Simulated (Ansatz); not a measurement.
Runs of Ansatz 0.2.0 on TaF3. It takes space group Pm-3m (No. 221, cubic). The conventional cell has a = 3.901 Å, b = 3.901 Å, c = 3.901 Å, α = 90.00°, β = 90.00°, γ = 90.00°. Ta (site symmetry m-3m) is surrounded by 6 F at 1.95 Å. F (site symmetry 4/mmm) is surrounded by 2 Ta at 1.95 Å. 

```tsv
level	U	hubbard projectors	double counting	gap on the mesh (eV)	pressure (GPa)	relaxed volume (Å³/atom)
PBE+U	Ta d U = 8 eV	ortho-atomic (the default)	fll (the default)	none	0.0	18.23
PBE+U	Ta d U = 2 eV	ortho-atomic (the default)	fll (the default)	none	0.0	(c)
PBE+U	Ta d U = 1 eV	ortho-atomic (the default)	fll (the default)	none	0.0	17.62
PBE+U	Ta d U = 6 eV	ortho-atomic (the default)	fll (the default)	none	0.0	18.03
PBE+U	Ta d U = 5 eV	ortho-atomic (the default)	fll (the default)	none	0.0	17.94
PBE+U	Ta d U = 4 eV	ortho-atomic (the default)	fll (the default)	none	0.0	(a)
PBE+U	Ta d U = 3 eV	ortho-atomic (the default)	fll (the default)	none	0.0	17.78
PBE	-	-	-	none	0.0	(b)
```

Alike in all rows: task relaxation of cell and atoms; potentials or basis Ansatz PAW; no spin polarisation; cell relaxed; k mesh 7 × 7 × 7; cutoff (eV) 420; smearing fermi-dirac 0.05 eV.

Task: Estimate the missing entries.

Result: (a) 17.86; (b) 17.55; (c) 17.70.

Caveats: the volume moved by over 15 % at a fixed basis, so the end points are rough; the plane-wave basis is chosen anew once the cell has moved, so the energies of steps on either side of that aren't comparable; U without spin polarisation on a metal has little footing (some runs); the electronic state changed during the relaxation (some runs).

A k mesh can miss the band edges, and the runs leave out spin-orbit coupling on Ta.

A gap of «none» marks a metal or a gap under the smearing width.
